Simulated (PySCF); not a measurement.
# Solver options tried on CdSi⁺ (quartet)

Aim: find out which solver settings change the answer for CdSi⁺ (quartet).

The runs use PySCF 2.14.0; each script names its method and basis.

5 further runs of the same task are left out: 3 for a known fault of the program, 2 that didn't finish.

## 1. Starting geometry

CdSi⁺ (quartet): 2 atoms, charge 1, spin multiplicity 4.

Bond lengths: Cd1–Si2 2.746 Å.

## 2. The base run

Input file input.py:

```python
from pyscf import gto, scf, mp

mol = gto.M(
    atom='Cd 0 0 0; Si 0 0 2.746',
    basis='sbkjc',
    ecp={'Cd': 'sbkjc', 'Si': 'sbkjc'},
    charge=1,
    spin=3,
    symmetry=True,
    verbose=4,
)
mf = scf.UHF(mol)
mf.kernel()
mp.MP2(mf).kernel()
mf.dip_moment()
print('orbital energies (hartree):', [e[max(0, n-3):n+3].round(4) for e, n in zip(mf.mo_energy, mol.nelec)])
```

Launch:

```console
OMP_NUM_THREADS=1 python input.py
```

Its log is not repeated here.

It gives: E(SCF) = -169.413781 Eh, E(MP2) − E(SCF) = -0.19323 Eh, ⟨S²⟩ = 3.800.

The bond length is a typed value, not an optimised one. The dipole of an ion depends on the origin. The quartet is typed in the script; nothing here shows that it is the ground state.

## 3. Convergence threshold 1e-05 hartree

Run 1 changes convergence threshold: default → 1e-05 hartree.

Input file input.py:

```python
from pyscf import gto, scf, mp

mol = gto.M(
    atom='Cd 0 0 0; Si 0 0 2.746',
    basis='sbkjc',
    ecp={'Cd': 'sbkjc', 'Si': 'sbkjc'},
    charge=1,
    spin=3,
    symmetry=True,
    verbose=4,
)
mf = scf.UHF(mol)
mf.conv_tol = 1e-05
mf.kernel()
mp.MP2(mf).kernel()
mf.dip_moment()
print('orbital energies (hartree):', [e[max(0, n-3):n+3].round(4) for e, n in zip(mf.mo_energy, mol.nelec)])
```

Launch:

```console
OMP_NUM_THREADS=1 python input.py
```

## 4. Point-group symmetry off

Run 2 changes point-group symmetry: on → off.

Edit input.py of step 2 so:

```diff
@@ -8,3 +8,2 @@
     spin=3,
-    symmetry=True,
     verbose=4,
```

## 5. Initial guess chk

Run 3 changes initial guess: minao → chk.

Edit input.py of step 2 so:

```diff
@@ -12,2 +12,3 @@
 mf = scf.UHF(mol)
+mf.init_guess = 'chk'
 mf.kernel()
```

## 6. Smearing width 0.001 hartree

Run 4 changes smearing width: none → 0.001 hartree; step after the SCF: mp2 → none.

Edit input.py of step 2 so:

```diff
@@ -1,2 +1,2 @@
-from pyscf import gto, scf, mp
+from pyscf import gto, scf
 
@@ -12,4 +12,4 @@
 mf = scf.UHF(mol)
+mf = scf.addons.smearing_(mf, sigma=0.001, method='fermi')
 mf.kernel()
-mp.MP2(mf).kernel()
 mf.dip_moment()
```

Q: Predict the outcome of this session. Wanted: for each run, E(SCF); from base; gap, α spin; after the SCF.

As calculated:

| run | E(SCF) (hartree) | from base (eV) | cycles | gap, α spin (eV) | after the SCF |
| --- | --- | --- | --- | --- | --- |
| base | -169.413781 | 0 | 16 | 6.94 | MP2 correlation -5.258 eV |
| convergence threshold 1e-05 hartree | -169.413781 | 0.0000 | 12 | 6.94 | MP2 correlation -5.258 eV |
| point-group symmetry off | -169.410901 | +0.0784 | 13 | 6.29 | MP2 correlation -5.215 eV |
| initial guess chk | -169.413781 | 0.0000 | 16 | 6.94 | MP2 correlation -5.258 eV |
| smearing width 0.001 hartree | -169.334199 | not comparable | 13 | n/a | n/a |

Distance from each run's final energy (log10 hartree) by cycle:

| run | cycle 1 | cycle 2 | cycle 3 | cycle 5 | cycle 8 | cycle 12 |
| --- | --- | --- | --- | --- | --- | --- |
| base | 1.5 | 1.2 | 0.7 | -0.9 | -2.4 | -6.7 |
| convergence threshold 1e-05 hartree | 1.5 | 1.2 | 0.7 | -0.9 | -2.4 | -6.9 |
| point-group symmetry off | 1.5 | 1.2 | 0.7 | -0.9 | -4.3 | -9.0 |
| initial guess chk | 1.5 | 1.2 | 0.7 | -0.9 | -2.4 | -6.7 |
| smearing width 0.001 hartree | 1.5 | 1.2 | 0.4 | -1.0 | -3.0 | -9.1 |

With convergence threshold 1e-05 hartree or initial guess chk the SCF ends at the base energy. PySCF falls back to minao for a guess that it doesn't know or can't read, so that run repeats the base. With point-group symmetry off the SCF ends in another solution, 0.08 eV higher: the path to self-consistency decides the state here.
